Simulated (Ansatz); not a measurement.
# ZrS: how the settings move a single-point run

Aim: see which settings change the result for ZrS, by how much, and at what cost.

Method: reference: DFT, PBEsol, all-electron LAPW, scalar-relativistic, in Ansatz 0.2.0.

**1. The system as given**

It takes space group I4mm (No. 107, tetragonal). The conventional cell has a = 3.710 Å, b = 3.710 Å, c = 5.247 Å, α = 90.00°, β = 90.00°, γ = 90.00°. Zr (site symmetry 4mm) is surrounded by 1 S at 1.52 Å. Around S (site symmetry 4mm) lie 1 Zr at 1.52 Å.

As a file:

```
CELL_PARAMETERS angstrom
0.00000 2.62351 2.62351
2.62351 0.00000 2.62351
2.62351 2.62351 0.00000
ATOMIC_POSITIONS crystal
Zr 0.89500 0.89500 0.10500
S 0.60500 0.60500 0.39500
```

**2. Baseline**

input.yaml

```yaml
crystal:
  lattice:
    - [0.0, 2.623508, 2.623508]
    - [2.623508, 0.0, 2.623508]
    - [2.623508, 2.623508, 0.0]
  atoms:
    - { symbol: Zr, position: [-0.105, -0.105, 0.105] }
    - { symbol: S, position: [0.605, 0.605, 0.395] }
kpoints:
  mp_grid: { grid: [10, 10, 10] }
scf:
  occupations: { method: fermi_dirac, width: 0.05 }
hamiltonian:
  xc: pbesol
  pseudopotentials: { kind: all_electron, lapw: { basis_error: 0.001 } }
output:
  forces: true
  stress: true
  eigenvalues: true
  populations: true
```

On the command line:

```bash
$ ansatz run input.yaml --threads 1 --pin off --max-ram 2048MiB --backend cpu --events-out ev --progress --plain --runs-dir out
```

**3. Changed: mp_grid.grid [3, 3, 3], preconditioner ldos, hubbard.sites [{species: Zr, l: d, u_eff: 3.0}], hubbard.double_counting fll**

Changes to input.yaml since step 2:

```diff
@@ -9,5 +9,6 @@
 kpoints:
-  mp_grid: { grid: [10, 10, 10] }
+  mp_grid: { grid: [3, 3, 3] }
 scf:
   occupations: { method: fermi_dirac, width: 0.05 }
+  mixing: { preconditioner: ldos }
 hamiltonian:
@@ -15,2 +16,3 @@
   pseudopotentials: { kind: all_electron, lapw: { basis_error: 0.001 } }
+  hubbard: { sites: [{ species: Zr, l: d, u_eff: 3.0 }], double_counting: fll }
 output:
```

What does the calculation give? Wanted: for each run, ending; energy change; pressure; gap; force.

As calculated:

```tsv
run	ending	energy change	pressure (GPa)	gap (eV)	force (eV/Å)	cycles	time
reference	converged	0	136.9	0.00	63.56	9	52 s
1: mp_grid.grid [3, 3, 3], preconditioner ldos, hubbard.sites [{species: Zr, l: d, u_eff: 3.0}], hubbard.double_counting fll	converged	+1.70 eV/atom (Hubbard term changed: no physical gain or loss)	141.6	0.00	63.82	9	6.1 s
```

Residual by cycle in the longest SCF loop of each run; runs are numbered as in the table. The quantity is the density residual dr2, in eV.

```tsv
cycle	reference	run 1
1	6.98	6.48
2	1.91	0.6
3	0.0373	0.0235
4	0.00361	0.00144
5	7.1e-4	3.6e-4
6	6.3e-5	5.2e-5
7	4.0e-6	3.0e-6
8	3.6e-7	4.8e-7
9	2.8e-8	4.5e-8
```

What this shows: Changing the k-point mesh, mixing, Hubbard U and double counting of the Hubbard term moves the energy by +1.70 eV/atom, and the pressure goes from 136.9 to 141.6 GPa and the largest force goes from 63.56 to 63.82 eV/Å. Mixing only sets the path, so the shift comes from the other change. The U term adds an energy of its own, so the shift says nothing about which run is better. Cost: 6.1 s against 52 s. A changed U is a change of model: its shifts are not errors of convergence. The structure is not at rest: the sound run finds 137 GPa, so these are no properties of the relaxed crystal. 
